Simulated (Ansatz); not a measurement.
This script for Ansatz 0.2.0 through its Python package starts 5 runs on Ti3S2, space group R32. What input does the engine get in each?

The script, `smear.py`:
```python
import csv
import warnings

import ansatz as az

KGRID = (6, 6, 6)


def main() -> None:
    warnings.simplefilter("ignore", az.DeckWarning)

    structure = (
        az.Lattice.from_parameters(4.505199, 4.505199, 4.505199, alpha=74.05789, beta=74.05789, gamma=74.05789)
        .atom("Ti", [0.335655, 0.664345, 0.0])
        .atom("Ti", [0.664345, 0.0, 0.335655])
        .atom("Ti", [0.0, 0.335655, 0.664345])
        .atom("S", [0.832161, 0.832161, 0.832161])
        .atom("S", [0.167839, 0.167839, 0.167839])
    )

    calc = structure.calculation().kpoints(*KGRID)

    rows = []
    for value in [0.25, 0.15, 0.1, 0.05, 0.025]:
        r = calc.occupations("methfessel_paxton", width=value).run().report
        rows.append((value, r["free_energy_ev"] / len(r["lattice"]["sites"]), r["n_iterations"], r["n_kpoints"]))

    with open("smear.csv", "w", newline="") as handle:
        writer = csv.writer(handle)
        writer.writerow(["width (eV)", "F/atom (eV)", "iterations", "k-points"])
        writer.writerows([round(v, 5) if isinstance(v, float) else v for v in row] for row in rows)

    for row in rows[:-1]:
        shift = 1000 * (row[1] - rows[-1][1])
        print(f"{row[0]}: {shift:+.2f} meV/atom" + ("  (within 5 meV)" if abs(shift) < 5 else ""))


if __name__ == "__main__":
    main()
```

Run 1:
```yaml
crystal:
  lattice:
    a: 4.505199
    b: 4.505199
    c: 4.505199
    alpha: 74.05789
    beta: 74.05789
    gamma: 74.05789
  atoms:
    - { symbol: Ti, position: [0.335655, 0.664345, 0.0] }
    - { symbol: Ti, position: [0.664345, 0.0, 0.335655] }
    - { symbol: Ti, position: [0.0, 0.335655, 0.664345] }
    - { symbol: S, position: [0.832161, 0.832161, 0.832161] }
    - { symbol: S, position: [0.167839, 0.167839, 0.167839] }
kpoints:
  mp_grid:
    grid: [6, 6, 6]
scf:
  occupations:
    method: methfessel_paxton
    width: 0.25
```

Run 2, against run 1:
```diff
-    width: 0.25
+    width: 0.15
```

Run 3, against run 1:
```diff
-    width: 0.25
+    width: 0.1
```

Run 4, against run 1:
```diff
-    width: 0.25
+    width: 0.05
```

Run 5, against run 1:
```diff
-    width: 0.25
+    width: 0.025
```

```console
$ python smear.py
0.25: +2.22 meV/atom  (within 5 meV)
0.15: +0.32 meV/atom  (within 5 meV)
0.1: +0.06 meV/atom  (within 5 meV)
0.05: -0.02 meV/atom  (within 5 meV)
```

Going from 0.025 to 0.25 eV changes F by +2.2 meV an atom. This scheme is built to cancel the term in the square of the width, so the shifts stay small and are partly the mesh's error.

The run is spin-unpolarised. The mesh is modest for a metal, so energies can be off by several to tens of meV an atom and pressures by half a GPa or more; differences at equal mesh fare better. The narrowest width needs the finest mesh, so the last row is no converged reference. No functional is typed, so the default, PBE, holds. This cell is a computed structure, which may not be the phase found in nature. The whole script took 23 s on 1 thread of Arm Neoverse V2 (shared host), peak memory 0.38 GiB.
